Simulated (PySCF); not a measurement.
# C₃H₃BCl₂: runs on many settings

Aim: see how C₃H₃BCl₂ (`C#CCB(Cl)Cl`) answers to the choice of functional, basis, grid and SCF options, and what happens with inputs that are wrong on purpose.

Computed with PySCF 2.14.0, with density-fitted response routines of our own, on a single molecule in the gas phase. Atoms are numbered from 0 throughout.

### Step 1. Starting geometry

9 atoms, charge 0, multiplicity 1; geometry from: GFN2-xTB.

Bonds of the start (Å): C0–C1 1.20, C1–C2 1.46, C2–B3 1.60, B3–Cl4 1.72, B3–Cl5 1.72, C0–H6 1.05, C2–H7 1.09, C2–H8 1.09.

### Step 2. NMR shieldings: PBE0/aug-cc-pVDZ

The job: settings as JSON, then the geometry in Å.

```
{"job": {"kind": "nmr", "xc": "PBE0", "basis": "aug-cc-pVDZ", "pop": false, "scf": {"level_shift": 0.2}}, "charge": 0, "multiplicity": 1}
C      2.090329     0.457651    -0.262490
C      1.039832     0.084599     0.171520
C     -0.251988    -0.360589     0.675043
B     -1.366252    -0.023051    -0.419037
Cl    -1.979006     1.572372    -0.569102
Cl    -1.922129    -1.228963    -1.506364
H      3.024375     0.776144    -0.617252
H     -0.436225     0.158550     1.619082
H     -0.185373    -1.430720     0.883421
```

With the program's defaults for keys left out, this is: GIAO PBE0/aug-cc-pVDZ NMR shielding, non-relativistic, gas phase.

Launch:

```sh
OMP_NUM_THREADS=1 python probes_run.py task.json out
```

This one command runs all jobs of the session in turn.

The program printed:

```text
final grid: 84440 points
cycle   1  E = -1060.8679615038  dE =  8.802e-01  |g| = 4.528e-01  |ddm| = 1.237e+01
cycle   2  E = -1060.8989795130  dE = -3.102e-02  |g| = 3.821e-01  |ddm| = 2.403e+00
cycle   3  E = -1060.9355541427  dE = -3.657e-02  |g| = 7.763e-02  |ddm| = 8.673e-01
cycle   4  E = -1060.9370215129  dE = -1.467e-03  |g| = 3.657e-02  |ddm| = 2.316e-01
cycle   5  E = -1060.9373525532  dE = -3.310e-04  |g| = 6.052e-03  |ddm| = 9.606e-02
cycle   6  E = -1060.9373656901  dE = -1.314e-05  |g| = 1.543e-03  |ddm| = 2.542e-02
cycle   7  E = -1060.9373667367  dE = -1.047e-06  |g| = 6.260e-04  |ddm| = 1.185e-02
cycle   8  E = -1060.9373669079  dE = -1.712e-07  |g| = 1.726e-04  |ddm| = 2.894e-03
cycle   9  E = -1060.9373669310  dE = -2.307e-08  |g| = 5.999e-05  |ddm| = 1.068e-03
cycle  10  E = -1060.9373669352  dE = -4.262e-09  |g| = 2.929e-05  |ddm| = 4.715e-04
cycle  11  E = -1060.9373669362  dE = -9.727e-10  |g| = 1.214e-05  |ddm| = 2.270e-04
level shift removed, Fock matrix diagonalised once more
converged SCF energy = -1060.9373669362

GIAO shielding tensors (ppm)
atom      isotropic    diamagn.    paramagn.     s11        s22        s33       span
  0 C      129.759     255.291    -125.532     65.160     66.415    257.701    192.540
  1 C      121.807     262.341    -140.534     34.282     39.507    291.631    257.349
  2 C      177.874     221.124     -43.250    164.331    180.560    188.730     24.399
  3 B       54.941     197.058    -142.117     24.767     41.148     98.908     74.141
  4 Cl     710.711    1145.659    -434.949    452.204    775.304    904.624    452.420
  5 Cl     701.800    1145.349    -443.550    448.669    770.221    886.509    437.840
  6 H       30.541      34.179      -3.638     25.333     25.453     40.836     15.503
  7 H       29.139      26.185       2.954     25.942     27.413     34.061      8.120
  8 H       29.127      27.557       1.571     25.341     28.178     33.864      8.523
```

Run time: 10 s. Hardware: 1 thread of AMD EPYC 9R45, shared host; peak memory 0.75 GiB.

Shifts follow as δ = σ(reference) − σ, with reference shieldings (ppm) from runs at the same level and on the same kind of geometry: 1H TMS 31.86, 13C TMS 197.4, 11B BF3·OEt2 109.8. The references are single molecules in the gas phase. Atoms listed in one row are averaged.

| atoms | environment | σ (ppm) | δ (ppm) |
| --- | --- | --- | --- |
| C1 | alkyne carbon | 121.8 | 75.6 |
| C0 | terminal alkyne carbon | 129.8 | 67.7 |
| C2 | propargylic sp3 CH2 bonded to B | 177.9 | 19.5 |
| H7, H8 | hydrogen on a propargylic sp3 CH2 bonded to B | 29.13 | 2.73 |
| H6 | hydrogen on a terminal alkyne carbon | 30.54 | 1.32 |
| B3 | boron bonded to C, 2 Cl | 54.9 | 54.8 |
| Cl4, Cl5 | chlorine bonded to B | 706 | – |

Orbitals, density, ELF and potential are computed afterwards from the orbital file.

Frontier orbitals at PBE0/aug-cc-pVDZ, with the share of their density that lies nearest to each atom:

| orbital | energy (eV) | lies on |
| --- | --- | --- |
| HOMO | -7.84 | C0 41 %; C1 33 % |
| LUMO | -1.54 | B3 56 %; Cl4, Cl5 about 14 % each |

ELF in a plane through or near 5 of the atoms.

Values, 10 rows by 14 columns:
```
0.00 0.00 0.00 0.00 0.00 0.00 0.00 0.00 0.00 0.00 0.00 0.00 0.00 0.00
0.00 0.00 0.00 0.00 0.00 0.00 0.00 0.01 0.00 0.00 0.00 0.00 0.00 0.00
0.00 0.00 0.00 0.00 0.00 0.00 0.08 0.63 0.37 0.01 0.00 0.00 0.00 0.00
0.00 0.00 0.00 0.05 0.29 0.22 0.26 0.89 0.64 0.02 0.00 0.00 0.00 0.00
0.00 0.00 0.04 0.31 0.73 0.71 0.89 0.39 0.83 0.24 0.08 0.01 0.00 0.00
0.00 0.00 0.57 0.91 0.25 0.81 0.57 0.55 0.26 0.12 0.18 0.02 0.00 0.00
0.00 0.00 0.87 0.99 0.78 0.76 0.40 0.05 0.48 0.47 0.08 0.01 0.00 0.00
0.00 0.00 0.05 0.36 0.20 0.33 0.03 0.03 0.42 0.50 0.17 0.01 0.00 0.00
0.00 0.00 0.00 0.00 0.00 0.00 0.00 0.01 0.22 0.35 0.14 0.00 0.00 0.00
0.00 0.00 0.00 0.00 0.00 0.00 0.00 0.00 0.00 0.01 0.00 0.00 0.00 0.00
```
The map spans 11.3 Å across and 8.3 Å up, centred on the molecule. Atoms in the plane (x, y in Å): C0 (-2.1, -0.4), C1 (-1.0, 0.1), C2 (0.3, 0.7), B3 (1.4, -0.4), H6 (-3.1, -0.8).

log10 of the density (e/Å³) in the same plane.

Ten even steps from ' ' (-4.0) to '@' (1.5):
```
                                                        
                                                        
                        ....::::....                    
                    ....::--------::..                  
              ....::::----========--::..                
          ....::::----====++****++==--::..              
        ..::::--======++++**####**==--::::..            
      ..::::--==++++******######**++==----::....        
      ..----==++****########@@%%##**++====--::..        
    ..::--==++**######@@##########****++==----::..      
    ..::==++**##%%%%%%####****####@@****++==--::..      
    ..--==++############**++++**##%%****++==--::..    ..
    ..::==++**####****++++====++********++==--::..      
      ::--==++++++++++========++******++++==--::..      
      ..::----========--------==++++++++====--::..      
        ..::::::------::::::--====++++====--::..        
            ................::----======--::....        
                            ..::::------::....          
                              ....::::....              
                                                        
```
The map spans 11.3 Å across and 8.3 Å up, centred on the molecule. Atoms in the plane (x, y in Å): C0 (-2.1, -0.4), C1 (-1.0, 0.1), C2 (0.3, 0.7), B3 (1.4, -0.4), H6 (-3.1, -0.8).

On the surface of density 0.002 e/bohr³ the electrostatic potential runs, from the 1st to the 99th percentile, from -0.70 V near C0 to 1.49 V near H6.

### Step 3. J couplings: PBE0/IGLO-II

Same as in step 2 but for these lines:

```diff
@@ -1,2 +1,2 @@
-{"job": {"kind": "nmr", "xc": "PBE0", "basis": "aug-cc-pVDZ", "pop": false, "scf": {"level_shift": 0.2}}, "charge": 0, "multiplicity": 1}
+{"job": {"kind": "j", "xc": "PBE0", "basis": "IGLO-II", "scf": {"conv": 0.001, "max_cycle": 94}}, "charge": 0, "multiplicity": 2}
 C      2.090329     0.457651    -0.262490
```

Level: PBE0/IGLO-II.

The program printed:

```text
RuntimeError: Electron number 60 and spin 1 are not consistent
Note mol.spin = 2S = Nalpha - Nbeta, not 2S+1
```

Wall time 0.01 s (1 thread of AMD EPYC 9R45, shared host).

**What went wrong.** Charge and multiplicity don't fit the number of electrons: an even count needs an odd multiplicity, and the reverse. The remedy is to mend the charge or the multiplicity.

### Step 4. Shielding tensors: wB97X/pcSseg-1

Same as in step 3 but for these lines:

```diff
@@ -1,2 +1,2 @@
-{"job": {"kind": "j", "xc": "PBE0", "basis": "IGLO-II", "scf": {"conv": 0.001, "max_cycle": 94}}, "charge": 0, "multiplicity": 2}
+{"job": {"kind": "nmr", "xc": "wB97X", "basis": "pcSseg-1", "pop": false, "scf": {"conv": 1e-07, "guess": "huckel"}}, "charge": 0, "multiplicity": 1}
 C      2.090329     0.457651    -0.262490
```

Method: GIAO wB97X/pcSseg-1 NMR shielding, non-relativistic, gas phase.

The program printed:

```text
final grid: 84440 points
cycle   1  E = -1060.2641582018  dE = -1.074e+00  |g| = 2.041e+00  |ddm| = 3.673e+00
cycle   2  E = -1060.3190069993  dE = -5.485e-02  |g| = 1.908e+00  |ddm| = 3.017e+00
cycle   3  E = -1061.2705620382  dE = -9.516e-01  |g| = 3.012e-01  |ddm| = 1.730e+00
cycle   4  E = -1061.2871795997  dE = -1.662e-02  |g| = 1.626e-01  |ddm| = 2.939e-01
cycle   5  E = -1061.2934067947  dE = -6.227e-03  |g| = 1.722e-02  |ddm| = 1.273e-01
cycle   6  E = -1061.2935126869  dE = -1.059e-04  |g| = 5.338e-03  |ddm| = 2.651e-02
cycle   7  E = -1061.2935275017  dE = -1.481e-05  |g| = 1.718e-03  |ddm| = 9.459e-03
cycle   8  E = -1061.2935296685  dE = -2.167e-06  |g| = 3.951e-04  |ddm| = 3.969e-03
cycle   9  E = -1061.2935297971  dE = -1.286e-07  |g| = 1.455e-04  |ddm| = 1.002e-03
cycle  10  E = -1061.2935298074  dE = -1.027e-08  |g| = 4.358e-05  |ddm| = 2.646e-04
converged SCF energy = -1061.2935298074

GIAO shielding tensors (ppm)
atom      isotropic    diamagn.    paramagn.     s11        s22        s33       span
  0 C      110.508     259.023    -148.515     36.670     36.739    258.116    221.446
  1 C      107.460     265.773    -158.313     11.307     16.165    294.908    283.602
  2 C      171.209     248.826     -77.617    158.900    170.742    183.985     25.085
  3 B       44.275     188.129    -143.854     11.094     30.020     91.711     80.617
  4 Cl     706.518    1147.131    -440.613    430.023    779.948    909.582    479.559
  5 Cl     696.817    1146.848    -450.030    425.712    773.957    890.784    465.072
  6 H       30.353      33.713      -3.360     24.953     25.048     41.059     16.106
  7 H       29.528      27.610       1.918     26.106     27.599     34.880      8.774
  8 H       29.509      27.857       1.652     25.504     28.312     34.710      9.206
```

It took 5.9 s on 1 thread of AMD EPYC 9R45, shared host; peak memory 0.71 GiB.

This run: δ C1 82.2, C0 79.1, C2 18.4, B3 57.4, H7 2.29, H6 1.46 ppm (means over like atoms).

### Step 5. Shielding tensors: X3LYP/3-21G

Same as in step 4 but for these lines:

```diff
@@ -1,2 +1,2 @@
-{"job": {"kind": "nmr", "xc": "wB97X", "basis": "pcSseg-1", "pop": false, "scf": {"conv": 1e-07, "guess": "huckel"}}, "charge": 0, "multiplicity": 1}
+{"job": {"kind": "nmr", "xc": "X3LYP", "basis": "3-21G", "pop": true, "grid": 1}, "charge": 0, "multiplicity": 1}
 C      2.090329     0.457651    -0.262490
```

With the program's defaults for keys left out, this is: GIAO X3LYP/3-21G NMR shielding, non-relativistic, gas phase.

The program printed:

```text
final grid: 40768 points
cycle   1  E = -1055.9808051026  dE =  2.236e-01  |g| = 3.939e-01  |ddm| = 3.554e+00
cycle   2  E = -1055.9565567691  dE =  2.425e-02  |g| = 5.016e-01  |ddm| = 1.228e+00
cycle   3  E = -1056.0250454588  dE = -6.849e-02  |g| = 1.263e-01  |ddm| = 6.926e-01
cycle   4  E = -1056.0288579076  dE = -3.812e-03  |g| = 4.058e-02  |ddm| = 1.576e-01
cycle   5  E = -1056.0292404460  dE = -3.825e-04  |g| = 1.038e-02  |ddm| = 4.341e-02
cycle   6  E = -1056.0292706313  dE = -3.019e-05  |g| = 1.616e-03  |ddm| = 1.611e-02
cycle   7  E = -1056.0292712964  dE = -6.651e-07  |g| = 3.454e-04  |ddm| = 2.322e-03
cycle   8  E = -1056.0292713288  dE = -3.232e-08  |g| = 7.562e-05  |ddm| = 5.337e-04
cycle   9  E = -1056.0292713304  dE = -1.674e-09  |g| = 8.043e-06  |ddm| = 1.100e-04
cycle  10  E = -1056.0292713305  dE = -2.137e-11  |g| = 1.494e-06  |ddm| = 2.003e-05
converged SCF energy = -1056.0292713305

GIAO shielding tensors (ppm)
atom      isotropic    diamagn.    paramagn.     s11        s22        s33       span
  0 C      139.399     270.529    -131.131     78.343     80.484    259.369    181.027
  1 C      137.701     264.760    -127.059     57.340     65.055    290.708    233.368
  2 C      187.139     242.527     -55.388    173.298    189.851    198.267     24.969
  3 B       63.344     189.831    -126.487     35.970     49.690    104.372     68.402
  4 Cl     716.222    1138.155    -421.933    447.122    750.731    950.814    503.693
  5 Cl     706.590    1137.994    -431.404    439.170    746.552    934.047    494.877
  6 H       31.674      30.745       0.929     26.829     26.999     41.194     14.365
  7 H       31.161      28.707       2.453     27.417     29.446     36.618      9.201
  8 H       31.173      28.925       2.248     26.904     30.065     36.549      9.644
```

Run time: 1.9 s. Hardware: 1 thread of AMD EPYC 9R45, shared host.

This run: σ C1 137.7, C0 139.4, C2 187.1, B3 63.3, H7 31.17, H6 31.67 ppm (means over like atoms).

### Step 6. Nuclear shieldings: HF/cc-pVDZ

Same as in step 5 but for these lines:

```diff
@@ -1,2 +1,2 @@
-{"job": {"kind": "nmr", "xc": "X3LYP", "basis": "3-21G", "pop": true, "grid": 1}, "charge": 0, "multiplicity": 1}
+{"job": {"kind": "nmr", "xc": "HF", "basis": "cc-pVDZ", "pop": true, "grid": 3}, "charge": 0, "multiplicity": 1}
 C      2.090329     0.457651    -0.262490
```

Method: GIAO HF/cc-pVDZ NMR shielding, non-relativistic, gas phase.

The program printed:

```text
final grid: 123584 points
cycle   1  E = -1058.9853287419  dE =  1.364e+00  |g| = 5.020e-01  |ddm| = 5.227e+00
cycle   2  E = -1059.0564948196  dE = -7.117e-02  |g| = 2.729e-01  |ddm| = 1.466e+00
cycle   3  E = -1059.0769011289  dE = -2.041e-02  |g| = 6.836e-02  |ddm| = 5.687e-01
cycle   4  E = -1059.0785625873  dE = -1.661e-03  |g| = 2.742e-02  |ddm| = 1.859e-01
cycle   5  E = -1059.0787624320  dE = -1.998e-04  |g| = 3.937e-03  |ddm| = 4.622e-02
cycle   6  E = -1059.0787720663  dE = -9.634e-06  |g| = 1.024e-03  |ddm| = 1.325e-02
cycle   7  E = -1059.0787727727  dE = -7.064e-07  |g| = 2.950e-04  |ddm| = 3.769e-03
cycle   8  E = -1059.0787728323  dE = -5.964e-08  |g| = 7.627e-05  |ddm| = 1.185e-03
cycle   9  E = -1059.0787728369  dE = -4.612e-09  |g| = 2.726e-05  |ddm| = 3.008e-04
cycle  10  E = -1059.0787728377  dE = -7.844e-10  |g| = 1.243e-05  |ddm| = 9.199e-05
converged SCF energy = -1059.0787728377

GIAO shielding tensors (ppm)
atom      isotropic    diamagn.    paramagn.     s11        s22        s33       span
  0 C      130.419     267.796    -137.377     66.191     66.969    258.096    191.906
  1 C      128.903     257.415    -128.512     41.874     45.723    299.111    257.237
  2 C      189.445     245.700     -56.255    180.413    188.367    199.556     19.142
  3 B       66.651     191.623    -124.972     34.363     54.823    110.767     76.403
  4 Cl     821.387    1147.766    -326.378    592.149    895.660    976.353    384.204
  5 Cl     812.028    1147.539    -335.510    586.269    889.654    960.162    373.893
  6 H       30.548      34.314      -3.766     25.195     25.291     41.158     15.963
  7 H       30.070      28.253       1.817     26.555     27.983     35.672      9.118
  8 H       30.080      28.484       1.597     25.903     28.753     35.585      9.682
```

Run time: 1.9 s. Hardware: 1 thread of AMD EPYC 9R45, shared host; peak memory 0.51 GiB.

In short: σ C1 128.9, C0 130.4, C2 189.4, B3 66.7, H7 30.08, H6 30.55 ppm (means over like atoms).

### Step 7. Side by side: NMR shifts

Shifts (ppm), means over like atoms, with basis size and wall time:

| run | C1 | C0 | C2 | H7 | H6 | functions | time |
| --- | --- | --- | --- | --- | --- | --- | --- |
| PBE0/aug-cc-pVDZ | 75.6 | 67.7 | 19.5 | 2.73 | 1.32 | 173 | 10 s |
| wB97X/pcSseg-1 | 82.2 | 79.1 | 18.4 | 2.29 | 1.46 | 131 | 5.9 s |
| X3LYP/3-21G | 67.8 | 66.1 | 18.4 | 2.17 | 1.67 | 68 | 1.9 s |
| HF/cc-pVDZ | 75.8 | 74.3 | 15.3 | 2.17 | 1.69 | 107 | 1.9 s |

### Step 8. Outcome

| quantity | value |
| --- | --- |
| 13C shifts against TMS (PBE0/aug-cc-pVDZ) | 75.6, 67.7, 19.5 ppm |
| 1H shifts against TMS (PBE0/aug-cc-pVDZ, means over atoms taken as alike) | 2.73, 1.32 ppm |
| 11B shifts against BF3·OEt2 (PBE0/aug-cc-pVDZ) | 54.8 ppm |
| shieldings of Cl (PBE0/aug-cc-pVDZ, a mean where the table joins atoms) | Cl4 706.3 ppm |
| surface potential, 1st and 99th percentile | -0.70 V and 1.49 V |
| range of the shift of C1 | 67.8 to 82.2 ppm |
| property runs in this session | 5, of which 1 failed and 0 gave unsound results |

In words: Single values in the summary come from the first run of each kind that ended normally (PBE0/aug-cc-pVDZ), which need not be the best level. At PBE0/aug-cc-pVDZ: Shielding is most anisotropic at Cl4, Cl5 (span 445 ppm, paramagnetic term -439 ppm). At PBE0/aug-cc-pVDZ, counted by nearest atom on the grid, the HOMO lies on C0 41 %; C1 33 %, the LUMO on B3 56 %; Cl4, Cl5 about 14 % each. Among the atoms with a shift in every run: In ppm, C1 moves most: its shift spreads over 14.4 ppm, from 67.8 (X3LYP/3-21G) to 82.2 (wB97X/pcSseg-1).
